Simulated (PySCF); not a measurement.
# C₂H₃BF₂: excited states, first hyperpolarisability

Wanted: excited states, first hyperpolarisability for C₂H₃BF₂ (`C=CB(F)F`).

Programs: PySCF 2.14.0, with routines of our own; each step states its level. All values are computed. Atoms count from 0.

## 1. The system as given

8 atoms, charge 0, multiplicity 1; geometry from: GFN2-xTB.

## 2. Geometry optimisation at PBE0-D3(BJ)/def2-TZVP

Job settings and geometry (Å):

```
{"job": {"xc": "PBE0", "basis": "def2-TZVP", "d3": "d3bj", "grid": 2, "kind": "geom"}, "charge": 0, "multiplicity": 1}
C      1.261818    -0.155794    -0.184305
C      0.151591     0.077713     0.512917
B     -1.262382     0.105547    -0.122536
F     -1.478569    -0.100767    -1.408460
F     -2.358779     0.336916     0.574613
H      1.224055    -0.340130    -1.245709
H      2.238793    -0.172014     0.271456
H      0.232529     0.257940     1.577459
```

Command:

```sh
OMP_NUM_THREADS=1 python excited_run.py task.json out
```

One launch serves the whole session: the jobs run in the order shown.

Standard output:

```text
step   0  E = -302.46844012  max force = 0.007402
step   1  E = -302.46686252  max force = 0.006938
step   2  E = -302.46807116  max force = 0.005141
step   3  E = -302.46884400  max force = 0.003935
step   4  E = -302.46899660  max force = 0.001788
step   5  E = -302.46903401  max force = 0.001052
step   6  E = -302.46903943  max force = 0.000560
step   7  E = -302.46904294  max force = 0.000144
optimisation converged
```

It took 50 s on 1 thread of Arm Neoverse V1, shared host; peak memory 0.77 GiB.

Relaxation path: (the energy doesn't fall at every step)

```tsv
step	energy from step 0 (eV)	largest force component (eV/Å)
0	0.0000	0.3806
1	0.0429	0.3568
2	0.0100	0.2644
3	-0.0110	0.2023
4	-0.0151	0.0919
5	-0.0162	0.0541
6	-0.0163	0.0288
7	-0.0164	0.0074
```

Distances of close pairs at the start and the end, largest changes first:

```tsv
bond	before (Å)	after (Å)	change (Å)
C0–H5	1.078	1.086	+0.008
C1–B2	1.550	1.543	-0.008
C0–H6	1.078	1.085	+0.007
C1–H7	1.083	1.087	+0.004
B2–F3	1.320	1.323	+0.003
B2–F4	1.320	1.322	+0.003
C0–C1	1.332	1.332	+0.001
```

The next job starts from the end point, and lists it.

```tsv
at the end point	value
point group (found at 0.08 Å tolerance)	Cs
rotational constants (GHz, main isotopes)	9.643, 3.851, 2.752
dipole moment (D)	2.06
```

## 3. Excited states: TDA wB97X-D/def2-TZVPD

Job settings and geometry (Å):

```
{"job": {"kind": "states", "xc": "wB97X-D", "basis": "def2-TZVPD", "tda": true, "soc": true, "nstates": 6, "ntriplets": 5, "nquad": 4}, "charge": 0, "multiplicity": 1}
C      0.698407    -1.051742    -0.112336
C      0.031477    -0.101202     0.540902
B     -0.675323     1.049163    -0.205717
F     -0.642840     1.148985    -1.525024
F     -1.345302     1.987926     0.440890
H      0.765852    -1.044595    -1.195908
H      1.198477    -1.867733     0.399801
H     -0.016875    -0.137216     1.626025
```

Method: TDA wB97X-D/def2-TZVPD excited states, vertical, gas phase, spin-orbit mean-field couplings.

Standard output:

```text
coarse grid: 7296 points
cycle   1  E = -302.6207086119  dE =  5.896e-01  |g| = 6.843e-01  |ddm| = 2.267e+00
cycle   2  E = -302.6223104375  dE = -1.602e-03  |g| = 7.758e-01  |ddm| = 9.349e-01
cycle   3  E = -302.7007581342  dE = -7.845e-02  |g| = 4.198e-02  |ddm| = 4.048e-01
cycle   4  E = -302.7011377752  dE = -3.796e-04  |g| = 2.180e-02  |ddm| = 8.021e-02
cycle   5  E = -302.7012511808  dE = -1.134e-04  |g| = 5.650e-03  |ddm| = 2.811e-02
cycle   6  E = -302.7012584700  dE = -7.289e-06  |g| = 1.802e-03  |ddm| = 8.299e-03
final grid: 72952 points
cycle   7  E = -302.6983247082  dE = -1.780e-04  |g| = 7.346e-03  |ddm| = 3.354e-01
cycle   8  E = -302.6983249056  dE = -1.973e-07  |g| = 7.449e-03  |ddm| = 4.334e-02
cycle   9  E = -302.6983325092  dE = -7.604e-06  |g| = 6.067e-04  |ddm| = 4.729e-03
cycle  10  E = -302.6983325917  dE = -8.249e-08  |g| = 1.560e-04  |ddm| = 3.973e-03
cycle  11  E = -302.6983325978  dE = -6.105e-09  |g| = 6.760e-05  |ddm| = 4.122e-04
cycle  12  E = -302.6983325989  dE = -1.117e-09  |g| = 2.154e-05  |ddm| = 1.626e-04
cycle  13  E = -302.6983325990  dE = -1.255e-10  |g| = 5.193e-06  |ddm| = 4.556e-05
converged SCF energy = -302.6983325990

Singlet excitations
state   eV       nm        f     d(h-e)  d(exc)  Lambda  PR(NTO)  |dmu|/D   mu/D   main configurations
  1   6.7769   183.0   0.00105   0.163   2.315   0.574   1.016    0.373    2.270   H-1->L 0.98
  2   7.2791   170.3   0.49905   0.552   2.342   0.791   1.113    1.581    3.605   H->L 0.92
  3   7.9252   156.4   0.09501   0.188   3.506   0.233   1.006    1.153    1.409   H->L+1 0.75, H->L+2 0.13
  4   8.3610   148.3   0.00042   0.155   2.270   0.472   1.057    0.408    1.889   H-2->L 0.83, H-3->L 0.09
  5   8.7955   141.0   0.00165   0.247   3.716   0.242   1.022                     H->L+3 0.51, H->L+2 0.21, H->L+1 0.13
  6   8.8480   140.1   0.00004   0.518   3.751   0.232   1.025                     H->L+2 0.60, H->L+3 0.32

Triplet excitations (Tamm-Dancoff)
state   eV     d(h-e)  d(exc)  Lambda  PR(NTO)   main configurations
  1   4.1048   0.145   2.023   0.808   1.004   H->L 0.95
  2   6.1375   0.168   2.261   0.573   1.014   H-1->L 0.97
  3   7.8490   0.046   2.279   0.452   1.195   H-2->L 0.73, H-3->L 0.12
  4   7.8788   0.179   3.419   0.249   1.151   H->L+1 0.69, H->L+2 0.13
  5   8.7372   0.076   3.490   0.250   1.079   H->L+3 0.76
S1 - T1 = 2.6721 eV

Spin-orbit couplings |<S|Hso|T>| (cm-1)
             T1       T2       T3       T4       T5
S0        0.029   11.541   23.513    6.684   10.551
S1        5.174    0.774    8.732    2.452    3.507
S2        0.047    7.489    4.502    4.450    6.567
S3        3.274    0.312    0.295    0.095    0.521
S4        4.917    7.365    1.915    0.667    3.619
S5        2.543    0.530    0.742    0.154    0.234
S6        1.905    0.937    1.670    0.559    1.352
T1 sublevels (cm-1): 0.000 0.000 0.000   radiative rates (1/s): 0.0045 0.431 0.000128
```

Wall time 22 s (1 thread of Arm Neoverse V1, shared host); peak memory 0.75 GiB.

From this job:

```tsv
quantity	value
S1 less T1	2.67 eV
```

Orbitals, density, ELF and potential are computed afterwards from the orbital file.

Frontier orbitals at wB97X-D/def2-TZVPD, with the share of their density that lies nearest to each atom:

```tsv
orbital	energy (eV)	lies on
HOMO	-10.51	C0, C1 about 39 % each
LUMO	0.32	C0 27 %; B2 23 %; C1 19 %
```

ELF in a plane through or near 8 of the atoms.

Ten even steps from ' ' (0.00) to '@' (1.00):
```
                                                        
                                                        
                                                        
                                                        
                ..****==      ::==++==--..              
              ::##@@@@@@==    **##%%%%##++..            
              --%%@@@@@@%%    ##%%==++%%**::            
              ::**@@@@@@%%    ++##++**##++              
          ::--==++%%%%%%++..  ::==****--                
        ::%%@@@@%%--++--**==****..##..--==++==..        
        **@@@@@@@@##--%%##..::@@##..==##++%%%%==..      
        ==@@@@@@@@**--**==++..%%##::**##**%%##==..      
          **%%%%**..  ++%%@@%%++::  ==%%%%##**::        
            ....      %%@@@@@@##..  ..++**==--          
                    ::@@@@@@@@%%::    ......            
                    ..%%@@@@@@**..                      
                      ::==**==                          
                                                        
                                                        
                                                        
```
The map spans 9.9 Å across and 8.4 Å up, centred on the molecule. Atoms in the plane (x, y in Å): C0 (-1.3, 0.2), C1 (-0.1, -0.5), B2 (1.3, 0.1), F3 (1.4, 1.4), F4 (2.4, -0.6), H5 (-1.2, 1.3), H6 (-2.2, -0.3), H7 (-0.2, -1.6).

log10 of the density (e/Å³) in the same plane.

Ten even steps from ' ' (-4.0) to '@' (2.1):
```
                                                        
                                                        
                              ....::......              
              ......::......::::--------::....          
            ..::::------::::--====++++==--::::          
          ..::----========--==++******++==--::..        
          ..::--==++**++++====**##%%%%**++==--..        
        ..::--==++******++====**##%%##**++==--::..      
      ..::--==++++********++++++******++++==--::::..    
      ::::==++****##@@##**********%%******++==--::..    
      ::--==++********####%%##********##%%##**==--::..  
      ::::====++**++++****%%##****++**##@@##**==--::..  
      ..::----========++******++++++++**##**++==--..    
        ..::::------==++******++======++++++==--::..    
          ......::::--==++++++==--------------::..      
                ..::::--======----::::::::::....        
                  ....::::--::::::....                  
                      ..........                        
                                                        
                                                        
```
The map spans 9.9 Å across and 8.4 Å up, centred on the molecule. Atoms in the plane (x, y in Å): C0 (-1.3, 0.2), C1 (-0.1, -0.5), B2 (1.3, 0.1), F3 (1.4, 1.4), F4 (2.4, -0.6), H5 (-1.2, 1.3), H6 (-2.2, -0.3), H7 (-0.2, -1.6).

On the surface of density 0.002 e/bohr³ the electrostatic potential runs, from the 1st to the 99th percentile, from -0.73 V near F4 to 1.60 V near B2.

## 4. Excited states: TDDFT CAM-B3LYP/aug-cc-pVTZ

Settings changed since step 3:

```diff
@@ -1,2 +1,2 @@
-{"job": {"kind": "states", "xc": "wB97X-D", "basis": "def2-TZVPD", "tda": true, "soc": true, "nstates": 6, "ntriplets": 5, "nquad": 4}, "charge": 0, "multiplicity": 1}
+{"job": {"kind": "states", "xc": "CAM-B3LYP", "basis": "aug-cc-pVTZ", "tpa": true, "nstates": 8, "nquad": 6, "ntriplets": 0}, "charge": 0, "multiplicity": 1}
 C      0.698407    -1.051742    -0.112336
```

Level: TDDFT CAM-B3LYP/aug-cc-pVTZ excited states, vertical, gas phase, two-photon moments by quadratic response.

Standard output:

```text
coarse grid: 7296 points
cycle   1  E = -302.6055577705  dE =  5.672e-01  |g| = 6.809e-01  |ddm| = 6.355e+00
cycle   2  E = -302.5855138322  dE =  2.004e-02  |g| = 8.598e-01  |ddm| = 1.831e+00
cycle   3  E = -302.6825417702  dE = -9.703e-02  |g| = 4.680e-02  |ddm| = 8.652e-01
cycle   4  E = -302.6829286689  dE = -3.869e-04  |g| = 2.479e-02  |ddm| = 1.247e-01
cycle   5  E = -302.6830662820  dE = -1.376e-04  |g| = 5.525e-03  |ddm| = 4.716e-02
cycle   6  E = -302.6830723437  dE = -6.062e-06  |g| = 2.007e-03  |ddm| = 1.019e-02
final grid: 72952 points
cycle   7  E = -302.6788140560  dE = -9.777e-05  |g| = 3.786e-03  |ddm| = 2.636e-01
cycle   8  E = -302.6788142384  dE = -1.824e-07  |g| = 3.425e-03  |ddm| = 1.711e-02
cycle   9  E = -302.6788166947  dE = -2.456e-06  |g| = 6.021e-04  |ddm| = 5.650e-03
cycle  10  E = -302.6788167585  dE = -6.384e-08  |g| = 2.646e-04  |ddm| = 1.298e-03
cycle  11  E = -302.6788167741  dE = -1.553e-08  |g| = 3.538e-05  |ddm| = 4.221e-04
cycle  12  E = -302.6788167743  dE = -1.785e-10  |g| = 1.709e-05  |ddm| = 6.082e-05
converged SCF energy = -302.6788167743

Singlet excitations
state   eV       nm        f     d(h-e)  d(exc)  Lambda  PR(NTO)  |dmu|/D   mu/D   delta(TPA)   sigma/GM   main configurations
  1   6.7229   184.4   0.00498   0.165   2.347   0.565   1.025    0.416    2.369        0.87      0.014   H-1->L 0.96
  2   6.7481   183.7   0.34942   0.452   2.400   0.770   1.152    1.231    3.298       15.80      0.264   H->L 0.96
  3   7.5521   164.2   0.06689   0.925   3.800   0.221   1.004    4.575    2.751        9.81      0.205   H->L+1 0.87
  4   8.2339   150.6   0.00143   0.638   3.941   0.194   1.266    2.977    2.637       48.87      1.214   H->L+3 0.38, H->L+2 0.34, H-2->L 0.10
  5   8.3351   148.7   0.00065   0.250   2.601   0.437   1.315    0.866    2.056        7.64      0.194   H-2->L 0.77
  6   8.3537   148.4   0.00560   0.179   4.309   0.157   1.005    1.281    1.236       85.23      2.179   H->L+2 0.47, H->L+3 0.33
  7   8.6899   142.7   0.00245   0.816   4.358   0.219   1.035                                            H->L+4 0.87, H->L+8 0.09
  8   9.0222   137.4   0.00361   0.738   3.885   0.227   1.026                                            H-1->L+1 0.86
```

Wall time 41 s (1 thread of Arm Neoverse V1, shared host); peak memory 0.91 GiB.

## 5. First hyperpolarisability: quadratic response CAM-B3LYP/aug-cc-pVTZ

Settings changed since step 4:

```diff
@@ -1,2 +1,2 @@
-{"job": {"kind": "states", "xc": "CAM-B3LYP", "basis": "aug-cc-pVTZ", "tpa": true, "nstates": 8, "nquad": 6, "ntriplets": 0}, "charge": 0, "multiplicity": 1}
+{"job": {"kind": "beta", "xc": "CAM-B3LYP", "basis": "aug-cc-pVTZ"}, "charge": 0, "multiplicity": 1}
 C      0.698407    -1.051742    -0.112336
```

Method: quadratic response CAM-B3LYP/aug-cc-pVTZ first hyperpolarisability, Taylor convention, gas phase.

Standard output:

```text
coarse grid: 7296 points
cycle   1  E = -302.6055577705  dE =  5.672e-01  |g| = 6.809e-01  |ddm| = 6.355e+00
cycle   2  E = -302.5855138322  dE =  2.004e-02  |g| = 8.598e-01  |ddm| = 1.831e+00
cycle   3  E = -302.6825417702  dE = -9.703e-02  |g| = 4.680e-02  |ddm| = 8.652e-01
cycle   4  E = -302.6829286689  dE = -3.869e-04  |g| = 2.479e-02  |ddm| = 1.247e-01
cycle   5  E = -302.6830662820  dE = -1.376e-04  |g| = 5.525e-03  |ddm| = 4.716e-02
cycle   6  E = -302.6830723437  dE = -6.062e-06  |g| = 2.007e-03  |ddm| = 1.019e-02
final grid: 72952 points
cycle   7  E = -302.6788140560  dE = -9.777e-05  |g| = 3.786e-03  |ddm| = 2.636e-01
cycle   8  E = -302.6788142384  dE = -1.824e-07  |g| = 3.425e-03  |ddm| = 1.711e-02
cycle   9  E = -302.6788166947  dE = -2.456e-06  |g| = 6.021e-04  |ddm| = 5.650e-03
cycle  10  E = -302.6788167585  dE = -6.384e-08  |g| = 2.646e-04  |ddm| = 1.298e-03
cycle  11  E = -302.6788167741  dE = -1.553e-08  |g| = 3.538e-05  |ddm| = 4.221e-04
cycle  12  E = -302.6788167743  dE = -1.785e-10  |g| = 1.709e-05  |ddm| = 6.082e-05
converged SCF energy = -302.6788167743

Lowest singlets (eV, f): 6.7229 0.0050  6.7481 0.3494  7.5521 0.0669

First hyperpolarisability (au)
process     nm      |vector|   parallel      HRS      DR
static         -       32.45     -19.41       22.5   2.157
shg       1907.0       31.21     -18.66      23.07   2.054
eope      1907.0       32.06     -19.18          -       -
shg       1064.0       27.73     -16.55      24.59   1.846
eope      1064.0       31.12     -18.61          -       -
```

Run time: 34 s. Hardware: 1 thread of Arm Neoverse V1, shared host; peak memory 0.89 GiB.

## 6. Outcome

```
                                                   quantity                                             value
                                                point group                                                Cs
                       rotational constants (main isotopes)                              9.64, 3.85, 2.75 GHz
                S1 less T1 (step 3, TDA wB97X-D/def2-TZVPD)                                           2.67 eV
                      surface potential, 1st and 99th percentile                                -0.73 V and 1.60 V
β vector (step 5, quadratic response CAM-B3LYP/aug-cc-pVTZ)  static 32, SHG 1907.0 nm 31, SHG 1064.0 nm 28 au
```

In words: The optimisation took 7 steps and gained 0.016 eV; among the close pairs (by a distance rule), C0–H5 changed most, from 1.078 to 1.086 Å. No frequency check was run at this level, so the end point may be a saddle. In step 3, the number of triplets below S1 is 2, and the largest singlet-triplet spin-orbit coupling is S0–T3, 23.51 cm⁻¹.
